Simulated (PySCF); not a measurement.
# A diatomic session: SrIn+

One table from this session's results is given with a row withheld; the runs are named, their logs left out.

Method: Sr def2-SVPD with ECP28, In def2-SVPD with ECP28, scalar-relativistic core potentials; program: PySCF 2.14.0.

Set-up of the first run:

The job is set up so:

* atoms: Sr, In
* charge: 1
* basis: Sr def2-SVPD with ECP28, In def2-SVPD with ECP28
* Hamiltonian: scalar-relativistic core potentials
* basis functions: 58
* electrons treated: 30
* masses in u: 87.9056, 114.9039
* levels: PBE0, PBE, r²SCAN, M06, TPSS, BLYP, LC-ωPBE, HF, MP2, SCS-MP2, CCSD, CCSD(T)
* grid: 80 radial by 434 angular points
* occupations: held fixed by the projection of orbital angular momentum
* dissociation limit: Sr+ + In, each in its ground configuration
* starting distance in angstrom: 3.200
* values of 2S to try: 0, 2

Started as:

```sh
$ OMP_NUM_THREADS=1 python dia.py task.json out
```

Among the steps run: Set-up; The PBE0 curve of the state that the search chose; Other states along the same grid; PBE; r²SCAN (meta-GGA); M06 (hybrid meta-GGA); TPSS; BLYP (GGA); LC-ωPBE (range-separated hybrid); RHF (mean field); Adding correlation.

One table of the session follows, with a row left open; its other results are not shown here.

It belongs to the step «The curves together». Energy (eV) from each level's lowest point:

```
R (Å)    RHF  RHF-MP2  RHF-SCS-MP2  RHF-CCSD  RHF-CCSD(T)
3.278  0.429    0.263        0.287       n/a          n/a
3.431  0.228    0.117        0.133     0.119        0.115
3.583      ?        ?            ?         ?            ?
3.698  0.046    0.008        0.013     0.009        0.008
3.812  0.014    0.000        0.000     0.000        0.000
3.926  0.000    0.007        0.003     0.007        0.008
4.079  0.004    0.034        0.024     0.033        0.035
4.269  0.034    0.087        0.071     0.086        0.089
4.498  0.092    0.167        0.143     0.165        0.169
4.803  0.189    0.284        0.253       n/a          n/a
```

**Question.** Estimate the row for R (Å) = 3.583.

Worked estimate for «RHF». A straight line through the neighbours (3.431, 0.228) and (3.698, 0.046) gives 0.228 + (0.046 − 0.228) × (3.583 − 3.431) / (3.698 − 3.431) = 0.124; a parabola fitted to 4 rows on both sides gives 0.100.

As computed: RHF: 0.103; RHF-MP2: 0.037; RHF-SCS-MP2: 0.046; RHF-CCSD: 0.038; RHF-CCSD(T): 0.036. In «RHF» the line misses by +0.021 and the parabola by -0.003.
